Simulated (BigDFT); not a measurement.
Molecule: CGeF2BrH3, in a box.

```
C Ge F Br H
1.0
    13.00000    0.00000    0.00000
     0.00000   13.00000    0.00000
     0.00000    0.00000   13.00000
C Ge F Br H
1 1 2 1 3
Direct
  0.45068 0.42610 0.57948
  0.50488 0.50204 0.46517
  0.62824 0.54323 0.48986
  0.51727 0.42467 0.35847
  0.41224 0.64229 0.41686
  0.37376 0.39874 0.56063
  0.44730 0.47595 0.64676
  0.50120 0.36094 0.59477
```

```yaml
Program: BigDFT 1.9.6
Task: single point
Functional: PBE
Potentials_or_basis: GTH-PBE (Br q7, C q4, F q7, Ge q4, H q1)
Grid_spacing: 0.27 bohr
Occupations: fixed
Spin: no spin polarisation
```

On this cell: largest force 0.488 eV/Å.

The same run follows on a disturbed copy (atoms moved at random, drawn with an rms of 0.05 Å):

```xyz
8
Lattice="13.0000 0.0000 0.0000 0.0000 13.0000 0.0000 0.0000 0.0000 13.0000" Properties=species:S:1:pos:R:3 pbc="T T T"
C     5.8466    5.5594    7.5937
Ge    6.6632    6.5353    6.0542
F     8.1491    7.0669    6.3913
F     6.7341    5.5135    4.6858
Br    5.3615    8.3715    5.4200
H     4.8331    5.2038    7.3325
H     5.7981    6.1443    8.3815
H     6.5629    4.6728    7.7104
```

**Question.** What changes?

**Answer.** The energy moves by +74.9 meV/atom; largest force 6.142 eV/Å.

Forces on the atoms (eV/Å):
```
C    1.185 -3.772 -4.700
Ge  -4.872 -0.770  0.486
F    3.775  1.222  0.701
F    0.245 -0.476 -0.610
Br   0.235 -0.173  0.023
H    0.405  0.061 -0.141
H    0.026  2.930  4.057
H   -1.000  0.978  0.183
```

Caveats: the noise in the forces, which the program reports and removes, is over 0.05 eV/Å, so forces are rough (some runs); boundaries are free: the box only frames the coordinates (some runs).
